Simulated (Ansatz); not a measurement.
# Cl2H4MgSi: the cost of one run

Program: Ansatz 0.2.0. Level of theory: RKS BHLYP/6-31G*. These are calculated values, not measurements.

1 further run of the same task is left out (it didn't finish).

**1. The starting structure**

Bond lengths: Mg1–Si2 2.947 Å, Mg1–Cl3 2.135 Å, Mg1–H4 2.061 Å, Mg1–Cl5 2.839 Å, Si2–H6 1.478 Å, Si2–H7 1.465 Å, Si2–H8 1.476 Å. Angles: Mg1–Si2–H6 94.1°, Mg1–Si2–H7 140.4°, Mg1–Si2–H8 97.0°, H6–Si2–H7 106.8°, H6–Si2–H8 107.8°, H7–Si2–H8 107.6°, Si2–Mg1–Cl3 119.3°, Si2–Mg1–H4 39.1°, Si2–Mg1–Cl5 77.2°, Cl3–Mg1–H4 158.0°, Cl3–Mg1–Cl5 162.4°, H4–Mg1–Cl5 38.1°.

Structure file:

```xyz
8

Mg   -1.2360   -0.7311   -1.0971
Si    0.8883    0.1880    0.7264
Cl   -1.6898   -2.8144   -1.2086
H    -0.3766    1.0031   -0.3880
Cl   -1.4344    2.0954   -1.2717
H     1.9099   -0.7211    0.1647
H     1.5846    1.4152    1.1210
H     0.3540   -0.4351    1.9532
```

**2. Pulling towards end A**

Springs on the bonds that form and break draw the guess towards this end; the thresholds are loose.

input.yaml reads:

```yaml
crystal:
  periodic: [false, false, false]
  atoms:
    - { symbol: Mg, position_ang: [-1.236, -0.7311, -1.0971] }
    - { symbol: Si, position_ang: [0.8883, 0.188, 0.7264] }
    - { symbol: Cl, position_ang: [-1.6898, -2.8144, -1.2086] }
    - { symbol: H, position_ang: [-0.3766, 1.0031, -0.388] }
    - { symbol: Cl, position_ang: [-1.4344, 2.0954, -1.2717] }
    - { symbol: H, position_ang: [1.9099, -0.7211, 0.1647] }
    - { symbol: H, position_ang: [1.5846, 1.4152, 1.121] }
    - { symbol: H, position_ang: [0.354, -0.4351, 1.9532] }
basis:
  gaussian: { orbitals: "6-31G*" }
hamiltonian:
  xc: { name: BHLYP }
relax:
  f_tol: 0.15
  max_steps: 25
  restrain:
    - { distance: [0, 4], at: 3.73, k: 30.0 }
    - { distance: [3, 1], at: 2.72, k: 30.0 }
    - { distance: [0, 1], at: 2.52, k: 30.0 }
    - { distance: [3, 4], at: 1.33, k: 30.0 }
```

Started as:

```
$ ansatz run input.yaml --threads 2 --pin off --max-ram 3072MiB --backend cpu --events-out ev --progress --plain --runs-dir out
```

Q: Estimate wall time and peak memory on 2 threads of AMD EPYC 9R45 (Zen 5), shared host.

About 11 s, with a peak of 0.2 GiB.
